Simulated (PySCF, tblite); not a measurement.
**C₂H₆BN₂Si radical: geometry, infrared bands and EPR parameters**

Aim: predict the infrared bands and EPR parameters of C₂H₆BN₂Si radical (`C#C[SiH]NBN`).

The runs use tblite 0.8.0 and PySCF 2.14.0, with density-fitted response routines of our own; the level of theory stands in each step. All values are computed, except where a source is named. Atoms count from 0, in the outputs and in this text.

### 1 Starting geometry

12 atoms, charge 0, multiplicity 2; geometry from: force field or distance geometry start.

Bonds of the start (Å): C0–C1 1.20, C1–Si2 1.82, Si2–N3 1.80, N3–B4 1.51, B4–N5 1.52, C0–H6 1.06, Si2–H7 1.47, N3–H8 1.05, B4–H9 1.18, N5–H10 1.05, N5–H11 1.05.

### 2 Geometry optimisation with GFN2-xTB

Job settings and geometry (Å):

```
{"job": {"kind": "relax", "xc": "GFN2-xTB", "basis": "xTB"}, "charge": 0, "multiplicity": 2}
C      2.667100     1.091000    -0.333600
C      1.978700     0.156300    -0.012100
Si     0.971500    -1.270000     0.498300
N     -0.700700    -0.704400     0.858200
B     -1.393400    -0.409100    -0.447800
N     -1.912100     0.994200    -0.742000
H      3.251600     1.924400    -0.626700
H      1.555200    -1.878700     1.697900
H     -1.201400    -1.521300     1.297600
H     -1.552900    -1.261900    -1.254900
H     -1.092800     1.639700    -0.667600
H     -2.569700     1.239100     0.034200
```

The run is started by

```sh
OMP_NUM_THREADS=1 python probes_run.py task.json out
```

This one command runs all jobs of the session in turn.

Log:

```text
step      E/eV     max force
  0    -435.94421    1.939
  1    -436.09835    1.225
  2    -436.17080    1.696
  3    -436.16580    2.494
  4    -436.20343    0.443
  5    -436.21136    0.254
  6    -436.22607    0.699
  7    -436.24224    0.772
  8    -436.26161    0.421
  9    -436.27143    0.238
 10    -436.27748    0.230
 11    -436.28398    0.249
 12    -436.29091    0.275
 13    -436.30074    0.370
 14    -436.31754    0.408
 15    -436.34696    0.640
 16    -436.38758    0.808
 17    -436.45194    0.861
 18    -436.50250    0.640
 19    -436.54863    0.860
 20    -436.59499    1.537
 21    -436.70760    1.195
 22    -436.88994    1.125
 23    -436.93393    2.329
 24    -437.00046    1.631
 25    -437.07277    0.732
 26    -437.11377    0.778
 27    -437.21898    1.925
 28    -437.31888    1.502
 29    -437.44385    1.236
 30    -437.47710    1.078
 31    -437.50298    0.700
 32    -437.52310    0.554
 33    -437.55072    0.611
 34    -437.56434    0.349
 35    -437.57033    0.312
 36    -437.57598    0.287
 37    -437.58392    0.291
 38    -437.59386    0.241
 39    -437.59979    0.203
 40    -437.60501    0.187
 41    -437.60945    0.219
 42    -437.61443    0.252
 43    -437.62013    0.253
 44    -437.62626    0.260
 45    -437.63189    0.185
 46    -437.63676    0.225
 47    -437.64169    0.257
 48    -437.64838    0.263
 49    -437.65621    0.264
 50    -437.66359    0.238
 51    -437.66828    0.189
 52    -437.67080    0.132
 53    -437.67311    0.131
 54    -437.67584    0.189
 55    -437.67880    0.170
 56    -437.68197    0.288
 57    -437.68569    0.222
 58    -437.69009    0.174
 59    -437.69311    0.118
 60    -437.69496    0.088
 61    -437.69618    0.117
 62    -437.69698    0.139
 63    -437.69835    0.115
 64    -437.69975    0.088
 65    -437.70049    0.062
 66    -437.70093    0.052
 67    -437.70123    0.063
 68    -437.70146    0.074
 69    -437.70172    0.059
 70    -437.70210    0.069
 71    -437.70254    0.070
 72    -437.70292    0.052
 73    -437.70313    0.041
 74    -437.70328    0.034
 75    -437.70352    0.041
 76    -437.70392    0.059
 77    -437.70440    0.080
 78    -437.70476    0.063
 79    -437.70494    0.033
 80    -437.70507    0.028
 81    -437.70523    0.042
 82    -437.70545    0.062
 83    -437.70564    0.050
 84    -437.70574    0.030
 85    -437.70577    0.015
 86    -437.70581    0.019
 87    -437.70586    0.030
 88    -437.70595    0.047
 89    -437.70608    0.062
 90    -437.70621    0.050
 91    -437.70628    0.026
 92    -437.70633    0.017
 93    -437.70637    0.030
 94    -437.70644    0.051
 95    -437.70656    0.062
 96    -437.70669    0.054
 97    -437.70677    0.025
 98    -437.70680    0.012
 99    -437.70681    0.012
100    -437.70683    0.018
101    -437.70685    0.022
102    -437.70688    0.014
103    -437.70689    0.007
```

Run time: 0.39 s. Hardware: 1 thread of AMD EPYC 9R45, shared host.

Relaxation path: (not every step is listed) (the energy doesn't fall at every step)

```tsv
step	energy from step 0 (eV)	largest force (eV/Å)
0	0.0000	1.9386
1	-0.1541	1.2247
2	-0.2266	1.6963
3	-0.2216	2.4937
4	-0.2592	0.4427
5	-0.2672	0.2537
6	-0.2819	0.6991
7	-0.2980	0.7723
8	-0.3174	0.4208
17	-0.5077	0.8613
26	-1.1696	0.7776
35	-1.6261	0.3123
44	-1.6821	0.2601
53	-1.7289	0.1306
62	-1.7528	0.1392
71	-1.7583	0.0702
80	-1.7609	0.0276
89	-1.7619	0.0621
98	-1.7626	0.0123
99	-1.7626	0.0124
100	-1.7626	0.0175
101	-1.7626	0.0217
102	-1.7627	0.0142
103	-1.7627	0.0072
```

Close pairs (by a distance rule), those that changed most:

```tsv
bond	before (Å)	after (Å)	change (Å)
B4–N5	1.525	1.391	-0.133
N3–B4	1.508	1.425	-0.082
Si2–N3	1.802	1.729	-0.072
N3–H8	1.054	1.008	-0.046
N5–H11	1.046	1.003	-0.043
N5–H10	1.046	1.006	-0.039
C1–Si2	1.819	1.828	+0.009
B4–H9	1.185	1.176	-0.009
```

The end geometry stands in the next job.

### 3 Harmonic vibrations with GFN2-xTB

Job settings and geometry (Å):

```
{"job": {"kind": "ir", "xc": "GFN2-xTB", "basis": "xTB"}, "charge": 0, "multiplicity": 2}
C      2.419641     1.328454    -0.364907
C      1.800623     0.409104     0.119481
Si     1.045893    -1.158125     0.682644
N     -0.621790    -1.371705     0.278345
B     -1.604464    -0.460398    -0.206860
N     -1.285247     0.871260    -0.452857
H      2.925571     2.164835    -0.754004
H      1.280785    -1.415491     2.102531
H     -0.956325    -2.313298     0.412721
H     -2.701277    -0.841862    -0.390757
H     -0.357493     1.241358    -0.329380
H     -1.944720     1.545182    -0.795311
```

Log:

```text
mode    cm-1     km/mol
  1     -13.7      1.13
  2      99.6      0.60
  3     169.2      0.09
  4     186.4      1.22
  5     217.1      2.97
  6     268.2      9.08
  7     438.1     26.97
  8     461.7     35.21
  9     483.1     22.24
 10     513.9     19.78
 11     558.8    202.39
 12     589.0     59.50
 13     621.6     58.69
 14     663.7     23.93
 15     679.2     47.98
 16     796.5     96.59
 17     802.9     93.37
 18     863.0      0.79
 19    1064.8     24.85
 20    1097.5     45.98
 21    1275.8    256.58
 22    1366.7    319.53
 23    1535.3    153.99
 24    2120.1     56.18
 25    2249.6    382.55
 26    2576.8    263.13
 27    3349.1      4.10
 28    3463.7      0.10
 29    3484.5      0.35
 30    3553.8      0.10
```

Run time: 0.2 s. Hardware: 1 thread of AMD EPYC 9R45, shared host.

The strongest bands and the atoms that carry them (share of the mass-weighted mode):

```tsv
cm⁻¹	km/mol	atoms
559	202.4	H10 58 %, H8 12 %
796	96.6	H9 40 %, Si2 16 %, B4 15 %, N3 10 %
803	93.4	H9 29 %, Si2 24 %, N3 14 %, B4 12 %
1276	256.6	H8 46 %, N3 36 %, B4 13 %
1367	319.5	B4 62 %, H11 11 %
1535	154.0	H10 39 %, H11 35 %, N5 18 %
2250	382.6	H7 97 %
2577	263.1	H9 92 %
```

### 4 EPR parameters: B3LYP/pcH-1

Same as in step 3 but for these lines:

```diff
@@ -1,2 +1,2 @@
-{"job": {"kind": "ir", "xc": "GFN2-xTB", "basis": "xTB"}, "charge": 0, "multiplicity": 2}
+{"job": {"kind": "epr", "basis": "pcH-1"}, "charge": 0, "multiplicity": 2}
 C      2.419641     1.328454    -0.364907
```

Level: UKS B3LYP, pcH-1 on B C H N Si, non-relativistic, mean-field spin-orbit, GIAO.

Log:

```text
UKS, coarse grid
  cycle   1  E = -503.60050494  |g| = 4.81e-01
  cycle   2  E = -503.48977500  |g| = 6.83e-01
  cycle   3  E = -503.70378525  |g| = 7.94e-02
  cycle   4  E = -503.70592838  |g| = 4.21e-02
  cycle   5  E = -503.70671567  |g| = 1.87e-02
  cycle   6  E = -503.70688473  |g| = 7.05e-03
  cycle   7  E = -503.70691148  |g| = 2.30e-03
  cycle   8  E = -503.70691366  |g| = 1.19e-03
  cycle   9  E = -503.70691547  |g| = 3.56e-04
UKS, final grid
  cycle   1  E = -503.70690035  |g| = 3.77e-04
  cycle   2  E = -503.70690027  |g| = 6.74e-04
  cycle   3  E = -503.70690049  |g| = 1.56e-04
  cycle   4  E = -503.70690052  |g| = 9.31e-05
  cycle   5  E = -503.70690054  |g| = 4.42e-05
  cycle   6  E = -503.70690054  |g| = 8.27e-06
E = -503.70690054 Eh   <S^2> = 0.7545 (exact 0.7500)
g shifts (ppm)      1          2          3
  rmc          -147       -147       -147
  gc             28         75         67
  oz_so         -92         60        789
  total        -210        -12        710
hyperfine (MHz)  atom isotope    a_iso     a_fc   dipolar eigenvalues
    0   13C      15.40      15.48    -14.78    -12.39     27.17
    1   13C      10.14      10.13     -9.63     -0.19      9.82
    2  29Si    -510.85    -511.86   -148.05     72.49     75.56
    3   14N      10.58      10.56     -4.66     -4.47      9.13
    4   11B       7.81       7.82     -2.15     -1.67      3.82
    5   14N       0.28       0.28     -0.57     -0.26      0.83
    6    1H     -14.04     -14.03     -7.28     -0.73      8.01
    7    1H      94.28      94.27     -8.27      0.86      7.41
    8    1H      -0.99      -1.00     -6.45     -3.30      9.75
    9    1H       1.67       1.67     -1.66     -1.20      2.85
   10    1H      -0.65      -0.66     -1.71     -0.39      2.09
   11    1H      -1.09      -1.09     -1.14     -0.82      1.96
```

Run time: 24 s. Hardware: 1 thread of AMD EPYC 9R45, shared host; peak memory 0.75 GiB.

Principal g values 2.00211, 2.00231, 2.00303; g(iso) = 2.00248, against 2.00232 for a free electron.

Hyperfine couplings; where a row names several nuclei, a(iso) is their mean (it holds for fast rotation or exchange) and the dipolar term the largest among them:

```tsv
nuclei	isotope	a(iso) (MHz)	a(iso) (G, at g = 2.0023)	largest dipolar term (MHz)
Si2	29Si	-510.9	-182.3	-148.1
H7	1H	94.3	33.6	-8.3
C0	13C	15.4	5.5	27.2
H6	1H	-14.0	-5.0	8.0
N3	14N	10.6	3.8	9.1
C1	13C	10.1	3.6	9.8
B4	11B	7.8	2.8	3.8
H9	1H	1.7	0.6	2.9
H8	1H	-1.0	-0.4	9.8
H10, H11	1H	-0.9	-0.3	2.1
N5	14N	0.3	0.1	0.8
```

Mulliken spin populations:

```tsv
atom	value (e)
C0	0.19
C1	-0.10
Si2	0.81
N3	0.05
B4	0.01
N5	0.01
H6	-0.01
H7	0.04
H8	0.00
H9	0.00
H10	0.00
H11	0.00
```

In first order the couplings over 0.8 MHz of 1H, 14N, 11B give 576 distinct lines over 56.1 G, if the averaged nuclei exchange fast; the same motion can average rows kept apart here too.

Orbitals, density, ELF and potential are computed afterwards from the orbital file.

ELF in a plane through or near 8 of the atoms.

Ten even steps from ' ' (0.00) to '@' (1.00):
```
                                                        
                                                        
                                                        
                    ..::::::..                          
                    --**##**==..                        
                    --**++==--..  ++##**                
            ........--..**##..++++@@@@%%::              
          ::==++++**%%--++++==%%==%%%%++                
        ..--++####++++@@::..####++**==                  
        ..==**##%%==++%%**..::++%%##--++##%%##::        
        **%%%%--==%%##**..    ::::**==@@@@@@@@**        
      --@@@@@@%%++##**  ..****##@@::##@@@@@@@@**        
      --@@@@@@%%++++--  **%%%%##%%====@@@@@@@@--        
        ##@@%%==....    ++****####--    ==##--          
                          ..--##%%**                    
                            ..**%%++                    
                                ..                      
                                                        
                                                        
                                                        
```
The map spans 12.4 Å across and 10.4 Å up, centred on the molecule. Atoms in the plane (x, y in Å): C0 (-2.8, -0.3), C1 (-1.8, 0.4), Si2 (-0.4, 1.6), N3 (1.2, 1.0), B4 (1.6, -0.4), H6 (-3.6, -0.9), H8 (1.9, 1.6), H9 (2.8, -0.6).

On the surface of density 0.002 e/bohr³ the electrostatic potential runs, from the 1st to the 99th percentile, from -0.81 V near N5 to 1.72 V near H6.

The spin density lies nearest to Si2 57 %; C0 12 %; H7 11 %; N3 7 %.

### 5 Outcome

```
                                                                  quantity                    value
                                 strongest single infrared mode (GFN2-xTB)    2250 cm⁻¹, 383 km/mol
                                              zero-point energy (GFN2-xTB)            50.8 kcal/mol
                                                            g(iso) (B3LYP)                  2.00248
                                                                      ⟨S²⟩       0.754 (exact 0.75)
                                        largest a(iso) (averaged by class)  29Si on Si2, -510.9 MHz
potential on the surface of density 0.002 e/bohr³, 1st and 99th percentile       -0.81 V and 1.72 V
```

In words: Relaxing lowered the energy by 1.763 eV in 103 steps; the close pair that moved most is B4–N5, from 1.525 to 1.391 Å. The lowest mode is slightly imaginary (14i cm⁻¹), a soft motion within the noise of the Hessian, so the minimum is not strictly shown. The strongest single mode, at 2250 cm⁻¹, moves mainly H7. Unscaled tight-binding wavenumbers are off by several per cent, some by more. Its intensities can rank the bands wrongly. Most of the unpaired spin sits on Si2 (0.81 e). The isotropic g lies 0.2 ppt above the free-electron value. These values are for one conformer; the search (at its own cheap level) found 2 more, at 0.69, 0.82 kcal/mol, and measured spectra average over such forms.
